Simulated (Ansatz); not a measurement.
# F3Fe: the cost of one run

Method: the levels named in each step, in Ansatz 0.2.0.

## (1) Starting point

Bond lengths: F1–Fe2 1.731 Å, Fe2–F3 1.607 Å, Fe2–F4 1.731 Å. Angles: F1–Fe2–F3 136.4°, F1–Fe2–F4 87.3°, F3–Fe2–F4 136.3°.

Coordinates:

```xyz
4

F    -0.5309    1.5359   -0.0164
Fe    0.1387   -0.0604    0.0007
F     1.6110   -0.7034    0.0086
F    -1.4875   -0.6546    0.0056
```

## (2) A rough first relaxation, PBE-D4/def2-SVP

This run stands in another session on the same molecule. It ended at:

```xyz
4

F    -0.4067    1.7490   -0.0310
Fe    0.0121    0.0884   -0.0048
F     1.4857   -0.7859    0.0325
F    -1.3599   -0.9340    0.0018
```

## (3) Relaxation, PBE0-D4/def2-TZVPP

Contents of input.yaml:

```yaml
crystal:
  periodic: [false, false, false]
  atoms:
    - { symbol: F, position_ang: [-0.40668805, 1.74898334, -0.03095898] }
    - { symbol: Fe, position_ang: [0.01214644, 0.08838657, -0.00476802] }
    - { symbol: F, position_ang: [1.48566062, -0.78589561, 0.03246061] }
    - { symbol: F, position_ang: [-1.35989901, -0.9339543, 0.00183639] }
magnetization:
  spin_polarized: true
  initial_magnetization: 1
basis:
  gaussian: { orbitals: def2-TZVPP }
hamiltonian:
  xc: pbe0
  dispersion: d4
relax:
  f_tol: 0.002
  max_steps: 150
```

The run is started by

```sh
$ ansatz run input.yaml --threads 4 --pin off --max-ram 10240MiB --backend cpu --events-out ev --progress --plain --runs-dir out
```

Q: Estimate wall time and peak memory on 4 threads of Arm Neoverse N1, shared host.

About 6 min, with a peak of 0.67 GiB.
